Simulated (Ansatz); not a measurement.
# Al₂H₂Se (SMILES [AlH]1[AlH][Se]1): one structure at several levels

One table from this session's results is given with a row withheld; the runs are named, their logs left out.

The runs use Ansatz 0.2.0, Gaussian basis; single points in def2-TZVPP.

Correlated methods freeze the cores. Filled d shells of the heavier atoms are correlated.

## Where the work starts

SMILES `[AlH]1[AlH][Se]1`, 5 atoms, charge 0, spin multiplicity 1.

Atoms are counted from 1 here; the program's logs count them from 0.

Bond lengths: Al1–Al2 2.559 Å, Al1–Se3 2.404 Å, Al1–H4 1.623 Å, Al2–Se3 2.424 Å, Al2–H5 1.365 Å. Angles: Al2–Al1–Se3 58.4°, Al2–Al1–H4 162.2°, Se3–Al1–H4 135.2°, Al1–Al2–Se3 57.6°, Al1–Al2–H5 155.5°, Se3–Al2–H5 146.1°, Al1–Se3–Al2 64.0°.

Coordinates:

```
Al   -1.0595   -0.5019   -0.3821
Al    1.2156    0.2078    0.5511
Se   -0.3313    1.7881   -0.4425
H    -2.2356   -1.3554   -1.1057
H     2.3757    0.0470    1.2527
```

Set-up of the first run:

The input, run/in.yaml:

```yaml
crystal:
  periodic: [false, false, false]
  atoms:
    - {symbol: Al, position_ang: [-1.059500, -0.501900, -0.382100]}
    - {symbol: Al, position_ang: [1.215600, 0.207800, 0.551100]}
    - {symbol: Se, position_ang: [-0.331300, 1.788100, -0.442500]}
    - {symbol: H, position_ang: [-2.235600, -1.355400, -1.105700]}
    - {symbol: H, position_ang: [2.375700, 0.047000, 1.252700]}
basis:
  gaussian: {orbitals: def2-TZVPP}
correlation: {method: ccsd_t}
output: {forces: true}
```

The command line of these runs was not kept.

Among the steps run: CCSD(T)/def2-TZVPP; PBE0-D4/def2-TZVPP; wB97M-V/def2-TZVPP; r2SCAN-D4/def2-TZVPP; PBE-D4/def2-TZVPP; HSE06-D4/def2-TZVPP; r2SCAN0-D4/def2-TZVPP.

One table of the session follows, with a row left open; its other results are not shown here.

```
    method  RMS force component (eV/Å)  angle to CCSD(T) forces (°)  dipole (D)
   CCSD(T)                       1.971                    reference        1.58
   PBE0-D4                       2.007                          1.7        1.58
   wB97M-V                       1.976                          3.1        1.87
 r2SCAN-D4                       1.998                          1.4        1.48
    PBE-D4                       1.980                          3.0        1.36
  HSE06-D4                       2.006                          1.6        1.58
r2SCAN0-D4                           ?                            ?           ?
```

Q: Estimate the row for r2SCAN0-D4 from the others.

**Answer.** RMS force component (eV/Å): 2.012; angle to CCSD(T) forces (°): 2.8; dipole (D): 1.67. In the column «RMS force component (eV/Å)» it is the highest.
